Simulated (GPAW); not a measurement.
A run of GPAW 26.7.0 is set up as follows.

File run.py:

```python
from ase.eos import EquationOfState
from ase.io import Trajectory, read
from ase.units import GPa
from gpaw import GPAW, PW, setup_paths

setup_paths.insert(0, '.')

atoms = read('TaTe.xyz')

traj = Trajectory('eos.traj', 'w')
volumes, energies = [], []
for x in [0.94, 0.96, 0.98, 1.0, 1.02, 1.04, 1.06]:
    a = atoms.copy()
    a.set_cell(atoms.cell * x**(1 / 3), scale_atoms=True)
    calc = GPAW(mode=PW(600),
                xc='PBE',
                kpts={'size': (8, 8, 8), 'gamma': True},
                occupations={'name': 'fermi-dirac', 'width': 0.05},
                nbands=20,
                convergence={'density': 1e-05, 'energy': 1e-05},
                maxiter=150,
                txt=f'eos-{x:.2f}.txt')
    a.calc = calc
    energies.append(a.get_potential_energy(force_consistent=True))
    volumes.append(a.get_volume())
    p = -a.get_stress()[:3].mean() / GPa
    calc.write(f'eos-{x:.2f}.gpw')
    traj.write(a)
    print(f'{x:.2f} {volumes[-1]:10.4f} A^3 {energies[-1]:14.6f} eV {p:9.3f} GPa', flush=True)

v0, e0, B = EquationOfState(volumes, energies, eos='birchmurnaghan').fit()
print(f'V0 = {v0:.4f} A^3, E0 = {e0:.6f} eV, B0 = {B / GPa:.2f} GPa')
```

Contents of TaTe.xyz:

```xyz
2
Lattice="3.4200900000 0.0000000000 0.0000000000 0.0000000000 3.4200900000 0.0000000000 0.0000000000 0.0000000000 3.4200900000" Properties=species:S:1:pos:R:3 pbc="T T T"
Ta     1.7100450000      1.7100450000      1.7100450000
Te     0.0000000000      0.0000000000      0.0000000000
```

Potentials or basis: PAW data sets generated in the run's folder for this functional, pw.

Launch:

```bash
$ gpaw-setup -f PBE Ta Te
$ OMP_NUM_THREADS=1 python run.py
```

Estimate the equilibrium volume.

19.93 Å³/atom.

Estimate the bulk modulus.

145 GPa.

What does it give for the pressure derivative of the bulk modulus?

4.6.

Energy against volume, from the lowest point:
```
volume (Å³/atom)  energy (meV/atom)
          18.802              32.28
          19.202              12.89
          19.602               2.44
          20.002               0.00
          20.402               4.71
          20.803              15.81
          21.203              32.62
```

The run has no spin-orbit coupling, so splittings on Ta, Te are missing.
